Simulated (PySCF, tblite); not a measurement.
# C4H6O3S+ (doublet): geometry, infrared bands and EPR parameters

Wanted: the infrared bands and EPR parameters of C4H6O3S+ (doublet) (`[CH2+][CH][C@H](C=O)[SH](=O)=O`), by calculation.

Computed with tblite 0.8.0 and PySCF 2.14.0, with density-fitted response routines of our own, on a single molecule in the gas phase. Atoms count from 0, in the outputs and in this text.

## (1) The starting structure

14 atoms, charge 1, multiplicity 2; geometry from: force field or distance geometry start.

Bonds of the start (Å): C0–C1 1.51, C1–C2 1.48, C2–C3 1.50, C3–O4 1.21, C2–S5 1.79, S5–O6 1.49, S5–O7 1.48, C0–H8 1.07, C0–H9 1.07, C1–H10 1.10, C2–H11 1.11, C3–H12 1.06, S5–H13 1.36.

## (2) Optimising the geometry with GFN2-xTB

The job: settings as JSON, then the geometry in Å.

```
{"job": {"kind": "relax", "xc": "GFN2-xTB", "basis": "xTB"}, "charge": 1, "multiplicity": 2}
C      2.163700    -0.029900     0.451800
C      0.770100    -0.529900     0.745100
C     -0.110300    -0.215300    -0.401500
C     -0.107800     1.273800    -0.556200
O     -1.171600     1.847500    -0.433300
S     -1.750300    -0.836000    -0.059000
O     -2.117700    -1.698700    -1.213200
O     -2.682000     0.303600     0.098200
H      2.526500    -0.183000    -0.547200
H      2.711700     0.459000     1.234600
H      0.414600    -0.045800     1.669900
H      0.226800    -0.637400    -1.370800
H      0.764700     1.859000    -0.727900
H     -1.639300    -1.567400     1.087300
```

Run with:

```console
OMP_NUM_THREADS=1 python probes_run.py task.json out
```

This one command runs all jobs of the session in turn.

**Question.** This job is followed by: GFN2-xTB harmonic vibrations, gas phase; UKS B3LYP, pcH-1 on C H O S, non-relativistic, mean-field spin-orbit, GIAO. What will the session give for the following? strongest single infrared mode (GFN2-xTB); zero-point energy (GFN2-xTB); g(iso) (B3LYP); ⟨S²⟩; largest a(iso) (averaged by class).

As calculated:

| quantity | value |
| --- | --- |
| strongest single infrared mode (GFN2-xTB) | 1342 cm⁻¹, 323 km/mol |
| zero-point energy (GFN2-xTB) | 57.4 kcal/mol |
| g(iso) (B3LYP) | 2.00368 |
| ⟨S²⟩ | 0.759 (exact 0.75) |
| largest a(iso) (averaged by class) | 1H on H12, 202.9 MHz |

In words: Over 136 steps the energy fell by 2.434 eV; of the close pairs, C0–C1 changed most, 1.509 to 1.349 Å. All 36 modes are real, so the xTB geometry is a minimum. The strongest single mode, at 1342 cm⁻¹, is spread over several atoms, S5, O7, O6 among them. GFN2-xTB is a fitted tight-binding method: band positions and strengths are rough. Its intensities can rank the bands wrongly. The largest spin populations lie on C0 (0.36 e), O4 (0.26 e). The isotropic g lies 1.4 ppt above the free-electron value.
